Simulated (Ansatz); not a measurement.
# BaWO4: the cost of one run

Program: Ansatz 0.2.0. Level of theory: DFT r2SCAN, scalar-relativistic, plane waves, PAW. These are calculated values, not measurements.

## Step 1: The system as given

The structure is tetragonal, space group I4_1/a (No. 88). The conventional cell has a = 5.667 Å, b = 5.667 Å, c = 12.739 Å, α = 90.00°, β = 90.00°, γ = 90.00°. Around Ba (site symmetry -4) lie 8 O at 2.76 to 2.80 Å. Around W (site symmetry -4) lie 4 O at 1.79 Å. Around O (site symmetry 1) lie 1 W at 1.79 Å.

Coordinates:

```xyz
12
Lattice="-2.8334 2.8334 6.3693 2.8334 -2.8334 6.3693 2.8334 2.8334 -6.3693" Properties=species:S:1:pos:R:3 pbc="T T T"
Ba    2.8334    0.0000    3.1846
Ba    0.0000    0.0000    6.3693
W     0.0000    2.8334    3.1846
W     0.0000    0.0000    0.0000
O     0.7111    1.3076   -1.0013
O     2.1222    1.5258    5.3680
O     3.5445    1.3076   -2.1834
O     1.3076    2.1222    2.1834
O     4.3592    0.7111    1.0013
O    -1.5258    2.1222    7.3705
O     1.5258    0.7111    8.5526
O    -0.7111    1.5258    4.1859
```

The structure rests on an entry of the Materials Project (structure only); cell or positions may have been set otherwise for this series.

## Step 2: Relaxing cell and atoms: BaWO4, no spin

Input file input.yaml:

```yaml
crystal:
  lattice:
    - [-2.833365905, 2.833365905, 6.36926687]
    - [2.833365905, -2.833365905, 6.36926687]
    - [2.833365905, 2.833365905, -6.36926687]
  atoms:
    - { symbol: Ba, position: [0.25, 0.75, 0.5] }
    - { symbol: Ba, position: [0.5, 0.5, 0.0] }
    - { symbol: W, position: [0.75, 0.25, 0.5] }
    - { symbol: W, position: [0.0, 0.0, 0.0] }
    - { symbol: O, position: [0.15214477, 0.04689186, 0.35623995] }
    - { symbol: O, position: [0.69065191, 0.79590482, 0.64376005] }
    - { symbol: O, position: [0.05934809, 0.45409518, 0.85623995] }
    - { symbol: O, position: [0.54590482, 0.40214477, 0.60525291] }
    - { symbol: O, position: [0.20409518, 0.84785523, 0.89474709] }
    - { symbol: O, position: [0.95310814, 0.30934809, 0.10525291] }
    - { symbol: O, position: [0.79689186, 0.94065191, 0.39474709] }
    - { symbol: O, position: [0.59785523, 0.20310814, 0.14376005] }
scf:
  occupations: { method: fixed }
output:
  forces: true
  stress: true
  eigenvalues: true
  write_density: true
  write_potential: true
  elf: true
  volumetric_format: npy
kpoints:
  mp_grid: { grid: [6, 6, 6] }
hamiltonian:
  xc: r2scan
relax:
  f_tol: 0.005
  max_steps: 60
  cell: { stress_tol: 0.03 }
```

Run with:

```console
$ ansatz run input.yaml --threads 8 --pin off --max-ram 16384MiB --backend cpu --events-out ev --progress --plain --runs-dir out
```

**Question.** How long does this run take on 8 threads of Arm Neoverse V1, shared host, and how much memory does it need?

About 65 s, with a peak of 2.1 GiB.
